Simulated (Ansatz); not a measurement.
**FH6NSSi2: up Jacob's ladder to CCSD(T)**

The task here is to estimate one member of a computed series from the others.

Computed with Ansatz 0.2.0, Gaussian basis. Level: functionals in def2-TZVPP, the program's frozen cores in correlated methods.

The runs, in order: PBE-D4, r2SCAN-D4, PBE0-D4, B3LYP-D4, ωB97X-V, ωB97M-V, B2PLYP; CCSD(T)/def2-TZVPP; MP2/def2-QZVPP; extrapolation to the limit.

**Structure used throughout**

An earlier PBE0-D4 in a triple-zeta def2 set relaxation fixed the geometry.

11 atoms, charge 0, spin multiplicity 1.

Atoms are counted from 1 here; the program's logs count them from 0.

Bond lengths: N1–Si2 1.706 Å, N1–H6 1.008 Å, N1–H7 1.008 Å, Si2–S3 2.166 Å, Si2–H8 1.480 Å, Si2–H9 1.481 Å, S3–Si4 2.107 Å, Si4–F5 1.598 Å, Si4–H10 1.484 Å, Si4–H11 1.479 Å. Angles: Si2–N1–H6 120.5°, Si2–N1–H7 119.8°, H6–N1–H7 111.1°, N1–Si2–S3 117.0°, N1–Si2–H8 108.8°, N1–Si2–H9 107.2°, S3–Si2–H8 103.0°, S3–Si2–H9 107.8°, H8–Si2–H9 113.1°, Si2–S3–Si4 97.8°, S3–Si4–F5 111.7°, S3–Si4–H10 110.8°, S3–Si4–H11 108.4°, F5–Si4–H10 106.4°, F5–Si4–H11 107.5°, H10–Si4–H11 112.0°.

Set-up of the first run:

in.yaml reads:

```yaml
crystal:
  periodic: [false, false, false]
  atoms:
    - {symbol: N, position_ang: [-0.659620, 1.298702, -1.466349]}
    - {symbol: Si, position_ang: [-1.223522, 0.004612, -0.507930]}
    - {symbol: S, position_ang: [-0.634644, -0.006301, 1.576457]}
    - {symbol: Si, position_ang: [1.319713, -0.749677, 1.316392]}
    - {symbol: F, position_ang: [1.340232, -2.345973, 1.247260]}
    - {symbol: H, position_ang: [-0.968495, 2.240783, -1.286334]}
    - {symbol: H, position_ang: [0.284350, 1.287696, -1.818370]}
    - {symbol: H, position_ang: [-2.700171, 0.071263, -0.436370]}
    - {symbol: H, position_ang: [-0.727032, -1.246544, -1.125762]}
    - {symbol: H, position_ang: [1.901229, -0.267872, 0.039247]}
    - {symbol: H, position_ang: [2.133360, -0.343688, 2.482362]}
basis:
  gaussian: {orbitals: def2-TZVPP}
hamiltonian: {xc: pbe, dispersion: d4}
output: {forces: true, orbitals: {seedname: orbitals}}
```

Command:

```bash
> ansatz run in.yaml --threads 4 --pin off --events-out ev --progress --plain --max-ram 10444MiB
```

Steps of the session up to this table: PBE-D4 (GGA); r2SCAN-D4 (meta-GGA); PBE0-D4 (hybrid); B3LYP-D4 (hybrid); ωB97X-V (range-separated); ωB97M-V (range-separated); B2PLYP (double hybrid); CCSD(T) in def2-TZVPP; MP2 in def2-QZVPP.

One table of the session follows, with a row left open; its other results are not shown here.

```
            method  atomisation energy (kJ/mol)
            PBE-D4                       3728.0
         r2SCAN-D4                       3713.4
           PBE0-D4                       3678.6
          B3LYP-D4                       3708.1
           ωB97X-V                       3748.8
           ωB97M-V                       3737.0
            B2PLYP                            ?
     HF/def2-TZVPP                       2695.7
    MP2/def2-TZVPP                       3654.6
   CCSD/def2-TZVPP                       3555.0
CCSD(T)/def2-TZVPP                       3606.2
           MP2/CBS                       3780.1
       CCSD(T)/CBS                       3731.6
```

**Question.** Estimate the row for B2PLYP.

The run gave: atomisation energy (kJ/mol): 3663.4. In the column «atomisation energy (kJ/mol)» it lies between MP2/def2-TZVPP (3654.6) and PBE0-D4 (3678.6).
